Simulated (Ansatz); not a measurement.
**CH₃BClNOS: how energies converge with the basis set**

An exercise on one series of results from a longer session: the logs are not shown, and one member is left open.

Computed with Ansatz 0.2.0, Gaussian basis. Level: one geometry, several basis sets.

Levels to be run: PBE0-D4/def2-SVP; ωB97M-V/def2-SVP; PBE0-D4/def2-QZVPP; ωB97M-V/def2-QZVPP; the functionals' def2-TZVPP values are taken from earlier runs.

### Structure used throughout

An earlier PBE0-D4 in a triple-zeta def2 set relaxation fixed the geometry.

SMILES `NB(Cl)OC=S`, 9 atoms, charge 0, spin multiplicity 1.

Atoms are counted from 1 here; the program's logs count them from 0.

Bond lengths: N1–B2 1.385 Å, N1–H7 1.004 Å, N1–H8 1.006 Å, B2–Cl3 1.769 Å, B2–O4 1.387 Å, O4–C5 1.335 Å, C5–S6 1.605 Å, C5–H9 1.091 Å. Angles: B2–N1–H7 122.9°, B2–N1–H8 121.6°, H7–N1–H8 115.5°, N1–B2–Cl3 120.7°, N1–B2–O4 117.4°, Cl3–B2–O4 121.9°, B2–O4–C5 125.9°, O4–C5–S6 123.4°, O4–C5–H9 113.8°, S6–C5–H9 122.9°.

Set-up of the first run:

in.yaml

```yaml
crystal:
  periodic: [false, false, false]
  atoms:
    - {symbol: N, position_ang: [0.272686, -1.739713, -0.551249]}
    - {symbol: B, position_ang: [0.102579, -0.595129, 0.209713]}
    - {symbol: Cl, position_ang: [0.130659, -0.674245, 1.976276]}
    - {symbol: O, position_ang: [-0.088283, 0.599425, -0.468107]}
    - {symbol: C, position_ang: [-0.267425, 1.797534, 0.091656]}
    - {symbol: S, position_ang: [-0.484418, 3.144501, -0.754548]}
    - {symbol: H, position_ang: [0.416450, -2.646719, -0.146630]}
    - {symbol: H, position_ang: [0.259316, -1.711469, -1.556465]}
    - {symbol: H, position_ang: [-0.253062, 1.779516, 1.182354]}
basis:
  gaussian: {orbitals: def2-SVP}
hamiltonian: {xc: pbe0, dispersion: d4}
output: {orbitals: {seedname: orbitals}}
```

The run is started by

```bash
$ ansatz run in.yaml --threads 4 --pin off --events-out ev --progress --plain --max-ram 10444MiB
```

Among the steps run: PBE0-D4 in def2-SVP; ωB97M-V in def2-SVP; PBE0-D4 in def2-QZVPP; ωB97M-V in def2-QZVPP.

One table of the session follows, with a row left open; its other results are not shown here.

It belongs to the step «Density functionals: the series». 

| functional | basis | HOMO (eV) |
| --- | --- | --- |
| PBE0-D4 | def2-SVP | -6.51 |
| PBE0-D4 | def2-TZVPP | -6.72 |
| PBE0-D4 | def2-QZVPP | -6.76 |
| ωB97M-V | def2-SVP | -8.70 |
| ωB97M-V | def2-TZVPP | -8.94 |
| ωB97M-V | def2-QZVPP | ? |

**Question.** Estimate the row for ωB97M-V, def2-QZVPP.

As computed: HOMO (eV): -9.00. In the column «HOMO (eV)» it is the lowest.
